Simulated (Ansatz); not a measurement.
# TiB+ (quintet): from Hartree-Fock to the top rungs, def2-TZVP

The task here is to estimate one member of a computed series from the others.

Computed with Ansatz 0.2.0, Gaussian basis. Level: def2-TZVP, core rule «outside noble gas», up to 10 orbitals frozen.

To be run: UHF; CCSD(T) on ROHF; CCSD(T) on UHF; CCSDT(Q) on ROHF; CCSDT(Q) on UHF.

13 further runs of the same task are left out: 6 for a known fault of the program, 3 that didn't finish, 4 set aside as unsound or not needed.

**The geometry**

The geometry is a PBE0/def2-TZVP stationary point (not a proven minimum) of the parent state, kept for this charge and spin.

2 atoms, charge 1, spin multiplicity 5.

Atoms are counted from 1 here; the program's logs count them from 0.

Bond lengths: Ti1–B2 2.101 Å.

Coordinates:

| atom | x (Å) | y (Å) | z (Å) |
| --- | --- | --- | --- |
| Ti1 | 0.00000 | 0.00000 | 0.00000 |
| B2 | 0.00000 | 0.00000 | 2.10100 |

The first run:

File in.yaml:

```yaml
crystal:
  periodic: [false, false, false]
  atoms:
    - {symbol: Ti, position_ang: [0.000000, 0.000000, 0.000000]}
    - {symbol: B, position_ang: [0.000000, 0.000000, 2.101000]}
basis:
  gaussian: {orbitals: def2-TZVP}
total_charge: 1
magnetization: {spin_polarized: true, initial_magnetization: 4}
hamiltonian: {xc: hf}
output: {orbitals: {seedname: orbitals}}
```

Run with:

```bash
ansatz run in.yaml --threads 1 --pin off --events-out ev --progress --plain --max-ram 3793MiB --backend cpu
```

Steps of the session up to this table: UHF; CCSD(T) on ROHF; CCSD(T) on UHF; CCSDT(Q) on ROHF; CCSDT(Q) on UHF.

One of the session's tables, all rows but one given; the rest of the session is left out.

It belongs to the step «Misses and costs». 

| method | from RCCSDT(Q) (meV) |
| --- | --- |
| RMP2 | +1377.1 |
| UMP2 | +1357.2 |
| RCCSD | +356.6 |
| UCCSD | +315.9 |
| RCCSD(T) | +110.3 |
| UCCSD(T) | +76.6 |
| RCCSDT | ? |
| UCCSDT | -0.8 |
| RCCSDT(Q) | 0 |
| UCCSDT(Q) | -32.4 |

**Question.** Estimate the row for RCCSDT.

The run gave: from RCCSDT(Q) (meV): +29.9. In the column «from RCCSDT(Q) (meV)» it lies between RCCSDT(Q) (0) and UCCSD(T) (+76.6).

Left out of the table: ROHF, UHF (another determinant or state than the rows shown).

Caveats from the session: Warnings: coupled cluster took another determinant than the lowest; large T1 diagnostic. Restricted and unrestricted rows rest on different reference determinants; where their highest levels disagree by more than a few hundredths of an eV, they describe different states and don't form one ladder.
